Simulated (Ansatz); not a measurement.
VWC2: equation of state with PBEsol

The system is VWC2.

```
W V C
1.0
     1.51704    0.87586    4.93389
    -1.51704    0.87586    4.93389
     0.00000   -1.75173    4.93389
W V C
1 1 2
Direct
  0.00000 0.00000 0.00000
  0.50000 0.50000 0.50000
  0.24649 0.24649 0.24649
  0.75351 0.75351 0.75351
```

The cell comes from a database or a generator and needn't be the stable form of this composition.

```yaml
Program: Ansatz 0.2.0
Task: equation of state
Functional: PBEsol
Potentials_or_basis: Ansatz PAW
Cutoff: 420 eV
Density_cutoff: 1680 eV
k_mesh: 10 × 10 × 10
Occupations: fermi-dirac, width 0.05 eV
Spin: collinear spin, ferromagnetic start
Starting_moments: "[0.0, 2.0, 0.0, 0.0] μB"
```

The equilibrium volume is 9.53 Å³/atom and the bulk modulus at fixed shape and positions is 361 GPa. The pressure derivative of the bulk modulus is 4.3.

Energy against volume, from the lowest point:
```csv
volume (Å³/atom),energy (meV/atom)
9.244,9.28
9.440,0.00
9.637,0.34
9.834,9.33
10.030,26.07
10.227,49.76
10.424,79.70
```

All runs of the series together: 61 s on 2 threads of AMD EPYC 7R43 64-Core Processor (Zen 3), with other jobs on the host.

Caveat: the cell was scaled at fixed shape and fractional positions, which overstates the stiffness of a crystal with free parameters, most of all of layers and chains. Spin-orbit coupling is left out, which matters for the levels of W.
